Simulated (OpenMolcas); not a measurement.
**W⁵⁺ among point charges: CASSCF and CASPT2 levels and susceptibility**

Aim: the splitting of the states of W⁵⁺ in the field of 8 point charges, its lowest levels with spin-orbit coupling and its magnetic susceptibility.

Method: state-averaged CASSCF and CASPT2, spin-orbit coupling by RASSI with atomic mean-field integrals. Code: OpenMolcas 26.06.

### Step 1. The system

- Species: W⁵⁺ (tungsten, Z = 74, 69 electrons)
- Basis: ANO-RCC-VDZP [7s6p4d2f1g], 68 functions
- Scalar Hamiltonian: DKH2, point nucleus
- Inactive shells: 1s 2s 2p 3s 3p 3d 4s 4p 4d 4f 5s 5p
- Active space: 1 electron in 5 orbitals (5d)
- Some configurations of this space: 5d
- Orbitals: optimised for each spin and parity, averaged over all roots

Outer shells as boxes (Hund's rule):

5d
```
5d [↑ ][  ][  ][  ][  ]
```

The ion sits among 8 point charges of -1 e arranged as a cube (Oh), 2 Å from the ion.

Each step is its own input file, run in one work folder so that later steps find the files of earlier ones. Labels, J, g values, rates, χT and fits are worked out afterwards by a script from the matrices that RASSI stores. The input lists half of the charges; inversion (Group=XYZ) makes the rest.

### Step 2. GATEWAY and SEWARD: basis and integrals

The input, a.inp:

```
&GATEWAY
Coord
1

W 0.0 0.0 0.0
Basis=ANO-RCC-VDZP
Group=XYZ
NoMove
AngMom=0.0 0.0 0.0
AMFI
XField
4 Angstrom 0
1.154701 1.154701 1.154701 -1.000000
1.154701 1.154701 -1.154701 -1.000000
1.154701 -1.154701 1.154701 -1.000000
1.154701 -1.154701 -1.154701 -1.000000
&SEWARD
```

Command:

```bash
OMP_NUM_THREADS=1 MOLCAS_MEM=1689 MOLCAS_PROJECT=a pymolcas a.inp > a.log
```

The log of the run:

```text
Basis set label: W.ANO-RCC...7S6P4D2F1G.

      Electronic valence basis set:
      ------------------
      Associated Effective Charge  74.000000 au
      Associated Actual Charge     74.000000 au
      Nuclear Model: Point charge

      Shell  nPrim  nBasis  Cartesian Spherical Contaminant
         s      24       7        X
         p      21       6        X
         d      15       4                 X
         f      11       2                 X
         g       4       1                 X
                  Relativistic Douglas-Kroll-Hess integrals:
                    - DKH order of Hamiltonian: 2
                    - DKH order of Properties : 0
                  Atomic mean-field integrals
```

### Step 3. CASSCF: doublets of even parity, 5 roots

The input, a.inp:

```
&RASSCF
FileOrb=start.orb
Symmetry=1
Spin=2
nActEl=1 0 0
Inactive=15 19
Ras2=5 0
CIRoot=5 5 1
SDav=5
CIMx=300
Iter=120 100
PrWF=0.3
OrbListing=Nothing
MaxOrb=0
>>> COPY $Project.JobIph JOB001
```

Command:

```bash
OMP_NUM_THREADS=1 MOLCAS_MEM=1689 MOLCAS_PROJECT=a pymolcas a.inp > a.log
```

start.orb holds the contracted functions of the basis, ordered by shell, or the orbitals of the step before.

The log of the run:

```text
Wave function specifications:
      -----------------------------

      Number of closed shell electrons          68
      Number of electrons in active shells       1
      Max number of holes in RAS1 space          0
      Max nr of electrons in RAS3 space          0
      Number of inactive orbitals               34
      Number of active orbitals                  5
      Number of secondary orbitals              29
      Spin quantum number                      0.5
      State symmetry                             1
Orbital specifications:
      -----------------------

      Symmetry species                           1   2
                                                ag  au
      Frozen orbitals                            0   0
      Inactive orbitals                         15  19
      Active orbitals                            5   0
      RAS1 orbitals                              0   0
      RAS2 orbitals                              5   0
      RAS3 orbitals                              0   0
      Secondary orbitals                        16  13
      Deleted orbitals                           0   0
      Number of basis functions                 36  32
      Number of CSFs                             5
      Number of root(s) required                 5
      Iter CI   SX   CI       RASSCF       Energy    max ROT     max BLB   max BLB  Level Ln srch  Step   QN
          iter iter root      energy       change     param      element    value   shift minimum  type update
 Nr of preliminary CI iterations:   1
      Total energies have been shifted. Add               -16000.00 au
        1   1    5    0  -132.87164071    0.00E+00   2.66E-01*  19  25 2 -3.06E-01*  0.20   0.00    SX    NO
        2   1    5    0  -133.02420695   -1.53E-01* -2.10E-02   13  29 2 -2.16E-01*  0.24   0.00    SX    NO
        3   1    5    0  -133.03655438   -1.23E-02*  2.48E-02   11  27 2  1.55E-01*  0.21   0.00    SX    NO
        4   1    5    0  -133.04188962   -5.34E-03*  1.61E-02   13  29 2 -1.17E-01*  0.24   0.00    SX    NO
        5   1    5    0  -133.04492193   -3.03E-03*  6.68E-03   11  27 2  9.05E-02*  0.22   0.57    LS   YES
        6   1    4    0  -133.04918136   -4.26E-03*  3.48E-04   11  27 2  3.61E-03*  0.23   1.04    QN   YES
        7   1    3    0  -133.04918821   -6.86E-06* -1.92E-05   17  23 2  8.36E-05   0.23   1.00    QN   YES
        8   1    3    0  -133.04918822   -4.75E-09  -2.83E-06   17  23 2  1.24E-05   0.23   1.17    QN   YES
      Convergence after  8 iterations
        9   1    3    0  -133.04918822   -1.06E-10  -2.83E-06   11  27 2  3.30E-07   0.23   1.17    QN   YES
      Natural orbitals and occupation numbers for root  1
      sym 1:   0.000000   0.000000   0.000000   0.000000   1.000000
      Natural orbitals and occupation numbers for root  2
      sym 1:   0.000000   0.000000   1.000000  -0.000000  -0.000000
      Natural orbitals and occupation numbers for root  3
      sym 1:   1.000000   0.000000   0.000000   0.000000  -0.000000
::    RASSCF root number  1 Total energy: -16133.06586136
::    RASSCF root number  2 Total energy: -16133.06586136
::    RASSCF root number  3 Total energy: -16133.03807279
::    RASSCF root number  4 Total energy: -16133.03807279
::    RASSCF root number  5 Total energy: -16133.03807279
```

### Step 4. State interaction with spin-orbit coupling

The input, a.inp:

```
&RASSI
NrOfJobIphs=1 5
1 2 3 4 5
IphNames
JOB001
EJob
SpinOrbit
DIPRint=1.0
SOCoupling=1000.0
Subsets=2
Property=9
'ANGMOM' 1 'ANGMOM' 2 'ANGMOM' 3 'MLTPL  1' 1 'MLTPL  1' 2 'MLTPL  1' 3
'AMFI' 1 'AMFI' 2 'AMFI' 3
SOProperty=3
'ANGMOM' 1 'ANGMOM' 2 'ANGMOM' 3
```

The log of the run:

```text
SPIN-FREE ENERGIES:
  (Shifted by EMIN (a.u.) =     -16133.0658613624)

 SF State       Relative EMIN(au)   Rel lowest level(eV)    D:o, cm**(-1)      L_eff

     1             0.0000000000        0.0000000000              0.0000         2.0
     2             0.0000000000        0.0000000000              0.0000         2.0
     3             0.0277885710        0.7561655382           6098.8864         2.0
     4             0.0277885710        0.7561655382           6098.8864         2.0
     5             0.0277885710        0.7561655382           6098.8864         2.0
     Dipole printing threshold changed to   1.00000000E+00
Eigenvalues of complex Hamiltonian:
   -----------------------------------
  (Shifted by EMIN (a.u.) =     -16133.0658613624)

 SO State       Relative EMIN(au)   Rel lowest level(eV)    D:o, cm**(-1)     J-value

     1            -0.0148677214        0.0000000001              0.0000         1.1
     2            -0.0148677214        0.0000000000              0.0000         1.2
     3            -0.0148677214        0.0000000000              0.0000         1.3
     4            -0.0148677214        0.0000000000              0.0000         1.3
     5             0.0332994445        1.3106953541          10571.4710         1.9
     6             0.0332994445        1.3106953541          10571.4710         1.9
     7             0.0332994445        1.3106953541          10571.4710         1.9
     8             0.0332994445        1.3106953541          10571.4710         1.9
     9             0.0465022667        1.6699624485          13469.1555         2.0
    10             0.0465022667        1.6699624485          13469.1555         2.0
Weights of the five most important spin-orbit-free states for each spin-orbit state.

 SO State  Total energy (au)           Spin-free states, spin, and weights
 -------------------------------------------------------------------------------------------------------
    1        -0.014868       1 0.5  0.4196    2 0.5  0.2717    3 0.5  0.1220    4 0.5  0.1082    5 0.5  0.0784
    2        -0.014868       2 0.5  0.3518    1 0.5  0.3395    4 0.5  0.1145    5 0.5  0.1037    3 0.5  0.0904
    3        -0.014868       2 0.5  0.4016    1 0.5  0.2898    5 0.5  0.1198    3 0.5  0.1034    4 0.5  0.0855
    4        -0.014868       2 0.5  0.3576    1 0.5  0.3338    5 0.5  0.1096    4 0.5  0.1033    3 0.5  0.0957
    5         0.033299       5 0.5  0.2612    3 0.5  0.2220    4 0.5  0.2081    2 0.5  0.1753    1 0.5  0.1334
    6         0.033299       5 0.5  0.2602    4 0.5  0.2170    3 0.5  0.2141    2 0.5  0.1739    1 0.5  0.1347
    7         0.033299       3 0.5  0.2468    4 0.5  0.2439    5 0.5  0.2007    1 0.5  0.1739    2 0.5  0.1347
    8         0.033299       4 0.5  0.2528    3 0.5  0.2389    5 0.5  0.1997    1 0.5  0.1753    2 0.5  0.1334
    9         0.046502       5 0.5  0.3333    4 0.5  0.3333    3 0.5  0.3333    2 0.5  0.0000    1 0.5  0.0000
   10         0.046502       5 0.5  0.3333    3 0.5  0.3333    4 0.5  0.3333    2 0.5  0.0000    1 0.5  0.0000
 -------------------------------------------------------------------------------------------------------
```

These steps took 1.9 s in all on 1 thread of Arm Neoverse V1, shared host.

States without spin-orbit coupling:

| state | degeneracy | E (cm-1) | free-ion L (%) |
| --- | --- | --- | --- |
| 2E | 2 | 0 | D (100) |
| 2T2 | 3 | 6099 | D (100) |

With spin-orbit coupling:

```tsv
E (cm-1)	Degeneracy	Label	2S+1	g
0.0	4	Γ8	2	
10571	4	Γ8	2	
13469	2	Γ7	2	2.00 2.00 2.00
```

Principal g values are given for doublets only; a zero marks a field direction without first-order Zeeman splitting.

Powder χT (cm³ K/mol): 0.21 at 2 K, 0.21 at 5 K, 0.21 at 10 K, 0.22 at 20 K, 0.22 at 50 K, 0.22 at 100 K, 0.22 at 150 K, 0.22 at 200 K, 0.22 at 250 K, 0.22 at 300 K.

A ligand-field fit to the states below 45000 cm-1 gives 10Dq = -6099 cm-1, the gap between the two states.

### Step 5. CASPT2: IPEA 0.25, imaginary shift 0.1 (closed shells correlated: 4f 5s 5p)

The input, a.inp:

```
>>> COPY JOB001 $Project.JobIph
&CASPT2
Multistate=5 1 2 3 4 5
NoMult
Frozen=14 9
IPEA=0.25
Imaginary=0.1
MaxIter=60
WThr=0.0 0.3 0.05
PrWF=0.5
NoMix
```

The log of the run:

```text
Orbital specifications:
      -----------------------

      Symmetry species                           1   2
                                                ag  au
      Frozen orbitals                           14   9
      Inactive orbitals                          1  10
      Active orbitals                            5   0
      Secondary orbitals                        16  13
      Deleted orbitals                           0   0
      Number of basis functions                 36  32
Type of calculation                        SS-CASPT2
      Fock operator                              state-specific
      IPEA shift                                 0.25
      Real shift                                 0.00
      Imaginary shift                            0.10
      The input orbitals will be transformed to quasi-canonical
Reference energy:      -16133.0658613624
      E2 (Non-variational):      -0.7254112759
      Shift correction:          -0.0000970036
      E2 (Variational):          -0.7255082794
      Total energy:          -16133.7913696418
      Residual norm:              0.0000000885
      Reference weight:           0.93142
      Contributions to the CASPT2 correlation energy
      Active & Virtual Only:          0.0000000000
      One Inactive Excited:          -0.0430299995
      Two Inactive Excited:          -0.6823812763
Reference energy:      -16133.0658613623
      E2 (Non-variational):      -0.7253829677
      Shift correction:          -0.0000969523
      E2 (Variational):          -0.7254799200
      Total energy:          -16133.7913412823
      Residual norm:              0.0000000879
      Reference weight:           0.93143
      Contributions to the CASPT2 correlation energy
      Active & Virtual Only:          0.0000000000
      One Inactive Excited:          -0.0430007255
      Two Inactive Excited:          -0.6823822422
::    CASPT2 Root  1     Total energy: -16133.79136964
::    CASPT2 Root  2     Total energy: -16133.79134128
::    CASPT2 Root  3     Total energy: -16133.76405382
::    CASPT2 Root  4     Total energy: -16133.76405068
::    CASPT2 Root  5     Total energy: -16133.76368003
```

This run took 1.1 s in all on 1 thread of Arm Neoverse V1, shared host.

SS-CASPT2: lowest energy less the reference's lowest, -0.7255 hartree; reference weights 0.931.

States without spin-orbit coupling:

| state | degeneracy | E (cm-1) | free-ion L (%) |
| --- | --- | --- | --- |
| 2E | 2 | 0 | D (100) |
| 2T2 | 3 | 6020 | D (100) |

With spin-orbit coupling:

```
E (cm-1)  Degeneracy  Label  2S+1               g
       0           4     Γ8     2                
   10540           4     Γ8     2                
   13410           2     Γ7     2  2.00 2.00 2.00
```

Powder χT (cm³ K/mol): 0.22 at 2 K, 0.22 at 5 K, 0.22 at 10 K, 0.22 at 20 K, 0.22 at 50 K, 0.22 at 100 K, 0.22 at 150 K, 0.22 at 200 K, 0.22 at 250 K, 0.23 at 300 K.

A ligand-field fit to the states below 45000 cm-1 gives 10Dq = -6020 cm-1, the gap between the two states.

### Step 6. The methods side by side

A. CASSCF
B. SS-CASPT2, IPEA 0.25, imaginary shift 0.1 (closed shells correlated: 4f 5s 5p)

| method | ground state | first state of that spin (cm-1) | first gap with spin-orbit (cm-1) | χT at 300 K |
| --- | --- | --- | --- | --- |
| A | 2E | 2T2 6099 | 10571.5 | 0.22 |
| B | 2E | 2T2 6020 | 10541.4 | 0.23 |

### Step 7. Results

| quantity | value |
| --- | --- |
| method | SS-CASPT2, IPEA 0.25, imaginary shift 0.1 (closed shells correlated: 4f 5s 5p) |
| spin-free ground state | 2E, 2-fold in its orbital part |
| first state of the same spin within the active space | 2T2 at 6020 cm⁻¹ |
| lowest level | 4-fold Γ8 |
| next level | 10541.4 cm⁻¹ |
| χT at 300 K | 0.23 cm³ K/mol |
| effective moment at 300 K | 1.35 μB |

Cost by method:

| method | time of its own steps | time with the reference |
| --- | --- | --- |
| A. CASSCF | 1.9 s | 1.9 s |
| B. SS-CASPT2, IPEA 0.25, imaginary shift 0.1, +4f 5s 5p | 1.1 s | 3 s |

Times are of one thread on a shared host.

What this shows: The spin-free ground state (2E) comes to 100 % from free-ion D terms and keeps the highest spin of the shell. χT at 300 K is 0.23, against 0.38 cm³ K/mol for the spin alone, so orbital moment lowers it. A ligand-field fit to the states below 45000 cm-1 gives 10Dq = -6020 cm-1, the gap between the two states. CASPT2 does not keep the components of a term degenerate, and the means are used. An orbital doublet at a regular site is open to a Jahn-Teller distortion, which this geometry leaves out. The field of point charges can differ much from that of real complexes. This is an electrostatic model: the charges have no orbitals.
